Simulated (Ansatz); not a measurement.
Working through a fixed-spin-moment curve of Co₃Ir, space group Pm-3m

Program: the Python package of Ansatz (0.2.0).

Notebook, run cell by cell (the value of a cell's last expression is shown):

**Cell 1**
```python
import warnings

import ansatz as az
from ase import Atoms
```

**Cell 2**
```python
FUNCTIONAL = 'PBEsol'
OCCUPATIONS = 'fermi_dirac'
SIGMA = 0.1
```

**Cell 3**
```python
warnings.simplefilter('ignore', az.DeckWarning)
```

**Cell 4**
```python
atoms = Atoms(
    ['Co', 'Co', 'Co', 'Ir'],
    scaled_positions=[
        (0.0, 0.5, 0.5),
        (0.5, 0.0, 0.5),
        (0.5, 0.5, 0.0),
        (0.0, 0.0, 0.0),
    ],
    cell=[
        (3.582561, 0.0, 0.0),
        (0.0, 3.582561, 0.0),
        (0.0, 0.0, 3.582561),
    ],
    pbc=True,
)
co3ir = az.Crystal.from_ase(atoms)

[site.symbol for site in co3ir.resolved().sites]
```
Output:
```text
['Co', 'Co', 'Co', 'Ir']
```

**Cell 5**
```python
setup = (
    co3ir.calculation()
    .functional(FUNCTIONAL)
    .kpoints(7, center='gamma')
    .occupations(OCCUPATIONS, width=SIGMA)
)
rows = []
for total in [0.0, 1.8, 3.6, 5.4, 7.2, 9.0]:
    summary = setup.spin('collinear', total=total, lock='hard').run().report
    up, down = summary['spin_fermi_energies_ev']
    rows.append((total, summary['free_energy_ev'], up - down, summary['absolute_magnetization_mub']))
reference = rows[0][1]
rows = [(m, 1000 * (e - reference), split, size) for m, e, split, size in rows]
print('     total muB    F - F(0) meV  EF up - down eV    absolute muB')
for row in rows:
    print(f'{str(row[0]):>14s}  {row[1]:14.2f}  {row[2]:15.4f}  {row[3]:14.3f}')
best = min(rows, key=lambda row: row[1])
print(f'lowest at {best[0]} muB per cell, {best[1]:.1f} meV against the first point')
```
Output:
```text
RunWarning: this spin-polarised run has no starting moment large enough to seed its density, and nothing else in its deck makes the two spin channels differ, so an SCF from that start keeps the magnetisation at zero until it first converges, unless a state found ahead of a linear-response series gives it moments (lr_reference_state). Behind a single point's SCF or a chain's scf step, and behind [...]
     total muB    F - F(0) meV  EF up - down eV    absolute muB
           0.0            0.00           0.0000           0.000
           1.8          -68.43          -0.1257           1.981
           3.6         -159.95          -0.0551           3.866
           5.4         -134.81           0.1619           5.689
           7.2          293.58           0.8879           7.362
           9.0         2118.31           3.1571           9.002
lowest at 3.6 muB per cell, -160.0 meV against the first point
```

The lowest point lies at 3.6 μB a cell, 160.0 meV below the point at 0 μB; at 9 μB the energy is 2278 meV above the lowest.

The mesh is modest for a metal, so energies can be off by several to tens of meV an atom and pressures by half a GPa or more; differences at equal mesh fare better. Spin-orbit coupling, which matters for elements this heavy, is left out. The structure comes from a database of computed cells and needn't be a stable or known phase. Warnings are shown shortened and without file and line. Only points where the Fermi levels of the two spins meet (minima, maxima and zero moment) are free solutions; a shallow minimum can lie between the points. The script silences the warnings on its input, which a real study should read. Hardware and time: 70 s on 1 thread of Arm Neoverse N1, with other jobs on the host, peak memory 0.49 GiB.
